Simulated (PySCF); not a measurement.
# B2F2GeH4: the cost of one run

Computed with PySCF 2.14.0, with density-fitted response routines of our own, on a single molecule in the gas phase. Atoms count from 0, in the outputs and in this text.

### 1 Starting geometry

9 atoms, charge 0, multiplicity 1; geometry from: GFN2-xTB. The atoms were then displaced at random by about 0.01 Å, so the start is not that level's minimum.

Bonds of the start (Å): B0–Ge1 2.03, Ge1–B2 2.03, B2–F3 1.30, B2–F4 1.31, B0–H5 1.15, B0–H6 1.15, Ge1–H7 1.50, Ge1–H8 1.48.

### 2 Geometry optimisation at PBE0-D3(BJ)/def2-SVP

The job: settings as JSON, then the geometry in Å.

```
{"job": {"xc": "PBE0", "basis": "def2-SVP", "d3": "d3bj", "grid": 1, "shake": 0.01, "kind": "geom"}, "charge": 0, "multiplicity": 1}
B      1.673800    -0.479190     0.231160
Ge     0.090910     0.709570    -0.221300
B     -1.642460    -0.331160     0.002860
F     -2.227550    -0.417450     1.155690
F     -2.161800    -1.071420    -0.949490
H      2.014940    -0.562200     1.326740
H      2.183540    -1.097270    -0.596670
H      0.006170     1.960270     0.609950
H      0.120260     1.271700    -1.592660
```

Command:

```bash
> OMP_NUM_THREADS=1 python probes_run.py task.json out
```

The driver reads the jobs from task.json and runs them one after another.

**Question.** How long does this first job take on 1 thread of Arm Neoverse N1, shared host, and how much memory does it need?

About 85 s, with a peak of 0.44 GiB.
